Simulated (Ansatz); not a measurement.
Crystal: NiAu3.

```xyz
4
Lattice="4.0282 0.0000 0.0000 0.0000 4.0282 0.0000 0.0000 0.0000 4.0282" Properties=species:S:1:pos:R:3 pbc="T T T"
Au    2.0141    2.0141    0.0000
Au    0.0000    2.0141    2.0141
Au    2.0141    0.0000    2.0141
Ni    0.0000    0.0000    0.0000
```

The cell comes from a database or a generator and needn't be the stable form of this composition.

- Program: Ansatz 0.2.0
- Task: single point
- Functional: PBEsol
- Potentials or basis: all-electron LAPW, scalar-relativistic
- Cutoff: 255 eV (chosen from the basis error)
- Basis error allowed: 0.001 eV/atom
- k mesh: 7 × 7 × 7
- Occupations: fermi-dirac, width 0.05 eV
- Spin: collinear spin, ferromagnetic start
- Starting moments: [0.0, 0.0, 0.0, 1.0] μB

On this cell: pressure -9.2 GPa; largest force zero by symmetry; net moment 0.00 μB per cell; band gap on the k mesh none (metal or under the smearing width).

The same run follows on a disturbed copy (atoms moved at random, drawn with an rms of 0.05 Å):

```xyz
4
Lattice="4.0282 0.0000 0.0000 0.0000 4.0282 0.0000 0.0000 0.0000 4.0282" Properties=species:S:1:pos:R:3 pbc="T T T"
Au    2.0080    2.0008    0.0035
Au    0.0198    2.0077    2.0162
Au    2.0237   -0.0143    2.0193
Ni    0.0440   -0.0171    0.0107
```

Q: What does the disturbed cell give?

A: The energy (extrapolated to zero smearing) moves by +1.2 meV/atom; pressure -9.1 GPa; largest force 0.190 eV/Å; net moment 0.00 μB per cell; band gap on the k mesh none (metal or under the smearing width).

Forces in eV/Å, atoms in the order of the input:
```
Au   0.184 -0.018 -0.001
Au  -0.183 -0.047  0.016
Au   0.119  0.044  0.003
Ni  -0.120  0.021 -0.019
```

Caveats: the starting moments weren't kept.
